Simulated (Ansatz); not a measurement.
# BaTaI6: the cost of one run

Computed with Ansatz 0.2.0 (DFT PBE, scalar-relativistic, plane waves, PAW, unless a step's input says otherwise).

1 further run of the same task is left out (it didn't finish).

## (1) The system as given

It takes space group Fm-3m (No. 225, cubic). The conventional cell has a = 10.875 Å, b = 10.875 Å, c = 10.875 Å, α = 90.00°, β = 90.00°, γ = 90.00°. Around Ba (site symmetry m-3m) lie 12 I at 3.84 Å. Ta (site symmetry m-3m) has 12 I at 3.84 Å as nearest neighbours. I (site symmetry mmm) has 2 Ba at 3.84 Å and 2 Ta at 3.84 Å and 8 I at 3.84 Å as nearest neighbours.

Coordinates:

```xyz
8
Lattice="0.0000 5.4373 5.4373 5.4373 0.0000 5.4373 5.4373 5.4373 0.0000" Properties=species:S:1:pos:R:3 pbc="T T T"
Ba    5.4373    5.4373    5.4373
Ta    0.0000    0.0000    0.0000
I     0.0000    2.7187    2.7187
I     5.4373    2.7187    2.7187
I     2.7187    0.0000    2.7187
I     2.7187    5.4373    2.7187
I     2.7187    2.7187    0.0000
I     2.7187    2.7187    5.4373
```

Recipe of the guess: species swapped into a database cell of MnCuPt6 (Fm-3m, No. 225), with Ba on the Mn sites, Ta on the Cu sites and I on the Pt sites. Its size is a rough estimate.

## (2) Probe: one point on a coarse mesh

input.yaml

```yaml
crystal:
  lattice:
    - [0.0, 5.43732881, 5.43732881]
    - [5.43732881, 0.0, 5.43732881]
    - [5.43732881, 5.43732881, 0.0]
  atoms:
    - { symbol: Ba, position: [0.5, 0.5, 0.5] }
    - { symbol: Ta, position: [0.0, 0.0, 0.0] }
    - { symbol: I, position: [0.5, 0.0, 0.0] }
    - { symbol: I, position: [0.0, 0.5, 0.5] }
    - { symbol: I, position: [0.0, 0.5, 0.0] }
    - { symbol: I, position: [0.5, 0.0, 0.5] }
    - { symbol: I, position: [0.0, 0.0, 0.5] }
    - { symbol: I, position: [0.5, 0.5, 0.0] }
basis:
  ecutwfc: 420
kpoints:
  mp_grid: { grid: [4, 4, 4] }
hamiltonian:
  xc: pbe
scf:
  occupations: { method: gaussian, width: 0.1 }
  lower_state_search: "off"
output:
  forces: true
  stress: true
  eigenvalues: true
```

On the command line:

```sh
$ ansatz run input.yaml --threads 1 --pin off --max-ram 2048MiB --backend cpu --events-out ev --progress --plain --runs-dir out
```

What time and memory should one allow on 1 thread of Arm Neoverse V2, shared host?

About 13 s, with a peak of 0.69 GiB.
